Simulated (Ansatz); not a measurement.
# MoSe (Fm-3m) in Ansatz: reference runs

Aim: a first look at MoSe with PBE, on the cell as given.

Everything below comes from runs of Ansatz 0.2.0. Logs are shortened: lines on timing, memory, paths and dates and some standing lists are left out, and cuts for length are marked.

## (1) The cell of the first run

Symmetry: Fm-3m, No. 225, cubic system. Conventional cell: a = 5.786 Å, b = 5.786 Å, c = 5.786 Å, α = 90.00°, β = 90.00°, γ = 90.00°. Mo (site symmetry m-3m) is surrounded by 6 Se at 2.89 Å. Se (site symmetry m-3m) has 6 Mo at 2.89 Å as nearest neighbours.

The cell was built by a generator and needn't be a form met in nature.

## (2) Single point, PBE (as made, not relaxed: species swapped into the LuSb type (Fm-3m, No. 225))

The input, input.yaml:

```yaml
crystal:
  lattice:
    - [0.0, 2.89287951, 2.89287951]
    - [2.89287951, 0.0, 2.89287951]
    - [2.89287951, 2.89287951, 0.0]
  atoms:
    - { symbol: Mo, position: [0.0, 0.0, 0.0] }
    - { symbol: Se, position: [0.5, 0.5, 0.5] }
hamiltonian:
  xc: pbe
  pseudopotentials: { kind: paw }
kpoints:
  mp_grid: { grid: [8, 8, 8] }
scf:
  occupations: { method: fermi_dirac, width: 0.05 }
output:
  forces: true
  stress: true
  eigenvalues: true
```

Potentials or basis: Ansatz PAW.

On the command line:

```sh
> ansatz run input.yaml --threads 2 --pin off --max-ram 5632MiB --backend cpu --events-out ev --progress --plain --runs-dir out
```

Log:

```text
Warning: RAYON_NUM_THREADS=2 ignored (pool sized by the plan → 2); use --threads N
Engine: ansatz 0.2.0, aarch64-unknown-linux-gnu
Pseudopotentials: kind: paw
Pseudopotential: Mo, paw, valence charge 14, recommended cutoff 420 eV (normal), Mo.paw.azcp
Pseudopotential: Se, paw, valence charge 16, recommended cutoff 420 eV (normal), Se.paw.azcp
Functional definition: PBE
  parameter kappa = 0.804
  parameter beta = 0.06672455060314922
  exchange = pbe_x(kappa = kappa, mu = beta*pi^2/3)
  correlation = pbe_c(beta = beta)
Crystal: 2 atoms, lattice volume = 48.420 Å³
Basis set: ecut = 420 eV, 941 PW (Γ), exchange–correlation on 60×60×60 points (8 copies of the dense FFT grid, shifted against one another)
Bands: 19, of which v1, the nominal top of the filled ones, is band 15 counted from 1 (14 counted from 0)
Symmetry: 48 space group operations
Space group: Fm-3m (ITA 225), of the structure as read, at distance tolerance 3.6e-5 Å
k-points: 29 of 512
Non-local potential: Mo, projectors of the file, l = 0: 3, l = 1: 2, l = 2: 2, l = 3: 1
Non-local potential: Se, projectors of the file, l = 0: 2, l = 1: 2, l = 2: 3, l = 3: 1
PAW form: soft (Blöchl's): semilocal exchange-correlation on the pseudo side does not see the compensation charge
PAW one-centre angular grid: Mo, 590 points (default); XC on 64 Gauss nodes
PAW one-centre angular grid: Se, 590 points (default); XC on 64 Gauss nodes
Initial density: superposition of atomic densities (neutral atoms: chi_scale 0, normalization atom), corrected by the library's trained network
Initial wavefunctions: pseudopotential atomic-orbital guess
Functional: x = pbe(κ = 0.804, μ = 0.2195149727645171), c = pbe(β = 0.06672455060314922)
SCF iter   1: F=—  HF=-10422.854785 eV  |F-HF|=—  |Δ(HF+E_count)|=         —  Δρ=5.71e-3  dr2=1.04e-2  ethr=1.77e-3  ⟨swp⟩=5.6  Hψ=2395  notcnv=0
preconditioner: auto → Kerker (q_TF=auto, 2.519 Å⁻¹)  [metal: Δε(μ)=0.033 eV  Ē_g=6.058 eV  σ=0.050 eV  W_gap=0.16  n_scr=14 (ndim 8)  ℏωp=18.5 eV  f_vac=0.000  D(μ)=5.88/eV (n_scr^D=64)]
SCF iter   2: F=—  HF=-10422.855376 eV  |F-HF|=—  |Δ(HF+E_count)|=   5.91e-4  Δρ=3.01e-3  dr2=1.52e-3  ethr=3.46e-5  ⟨swp⟩=1.8  Hψ=859  notcnv=0
SCF iter   3: F=—  HF=-10422.855781 eV  |F-HF|=—  |Δ(HF+E_count)|=   4.05e-4  Δρ=1.00e-3  dr2=2.38e-4  ethr=5.08e-6  ⟨swp⟩=2.1  Hψ=943  notcnv=0
SCF iter   4: F=—  HF=-10422.855866 eV  |F-HF|=—  |Δ(HF+E_count)|=   8.49e-5  Δρ=1.81e-4  dr2=8.72e-6  ethr=7.95e-7  ⟨swp⟩=2.1  Hψ=941  notcnv=0
SCF iter   5: F=—  HF=-10422.855873 eV  |F-HF|=—  |Δ(HF+E_count)|=   6.51e-6  Δρ=7.48e-5  dr2=1.10e-6  ethr=2.91e-8  ⟨swp⟩=2.0  Hψ=953  notcnv=0
SCF iter   6: F=-10422.855874 eV  HF=-10422.855874 eV  |F-HF|=1.36e-8  |Δ(HF+E_count)|=   1.69e-6  Δρ=7.02e-6  dr2=1.30e-8  ethr=3.33e-10  ⟨swp⟩=3.0  Hψ=2222  notcnv=0
SCF 1 converged in 6 iterations: F = -10422.855874 eV  dr2 = 1.30e-8
SCF converged after 6 iterations
Free energy (F): -10422.855874 eV
Harris-Foulkes:  -10422.855874 eV  (|F-HF|=1.36e-8)
Internal energy: -10422.808202 eV  (E = F + TS)
E sigma→0 (E₀):  -10422.832038 eV
Entropy (-TS):   -0.047672 eV (-23.836 meV/atom)
Fermi energy:    11.006076 eV
--- Per-component energies (eV) ---
  E_band       = -544.539190
  E_kinetic    = 550.732877
  E_local      = -3485.673319  (includes V_loc(G=0)·N_el)
  E_nonlocal   = -448.108588
  E_hartree    = 1542.972267
  E_xc         = -281.638473
  E_vxc        = -319.140444  (∫ρ·V_xc dr)
  E_paw        = -5114.723329  (= ΣΔE_a)
  E_vpaw       = 71.706833  (= ΣTr[D̂ρ^β])
  E_aug_tail   = -0.000558  (compensation charges beyond the density's cutoff)
  E_ewald      = -3186.369079
  E_smearing   = -0.047672  (= −TS)
  E_closure    = 0.000000  (closes the sum)
  Σ components = -10422.855874   (vs F -10422.855874, Δ=0.00e0)
--- Forces (eV/Å), atoms counted from 1 ---
  atom   1  Mo    -0.00000000     0.00000000     0.00000000
  atom   2  Se     0.00000000     0.00000000     0.00000000
  max |Σ_I F_I| component: 1.34e-29 eV/Å
--- Stress (GPa, compression-positive) ---
      -20.323391      -0.000000      -0.000000
       -0.000000     -20.323391      -0.000000
        0.000000       0.000000     -20.323391
  P = ⅓ Tr σ = -20.3234 GPa (-203.234 kbar)
--- Band table (eV; the first three rows and the last of 29) ---
  k-point 0: bands = ["-50.2953", "-37.6062", "-37.6062", "-37.6018", "-37.6018", "-37.6018", "-24.3510", "-24.3510", "-24.3510", "-3.1307", "9.0438", "9.0438", "9.0438", "9.9327", "9.9327", "9.9327", "10.1124", "10.1124", "11.8373"]
  k-point 1: bands = ["-50.2951", "-37.6062", "-37.6062", "-37.6018", "-37.6018", "-37.6018", "-24.3549", "-24.3514", "-24.3514", "-3.0330", "7.9751", "8.3825", "8.3825", "10.0779", "10.0779", "10.2116", "10.9379", "10.9379", "12.7967"]
  k-point 2: bands = ["-50.2947", "-37.6062", "-37.6062", "-37.6018", "-37.6018", "-37.6018", "-24.3645", "-24.3523", "-24.3523", "-2.7804", "6.5443", "7.6238", "7.6238", "10.4125", "10.4125", "10.5250", "12.1964", "12.1964", "14.1645"]
  k-point 28: bands = ["-50.2936", "-37.6062", "-37.6061", "-37.6018", "-37.6018", "-37.6016", "-24.3676", "-24.3676", "-24.3609", "-2.3633", "6.6878", "6.6878", "6.6941", "10.7682", "10.7682", "11.3248", "11.3379", "11.4233", "16.0394"]
```

Run time: 1.2 s. Hardware: 2 threads of Arm Neoverse V2, shared host; peak memory 0.32 GiB.

What came out:

* Free energy: -10422.8559 eV
* Pressure: -20.3 GPa
* Band gap on the k mesh: none (metal or under the smearing width)

Caveat: so large a pressure means that the cell lies far from this level's equilibrium, or that cutoff or potentials fall short.
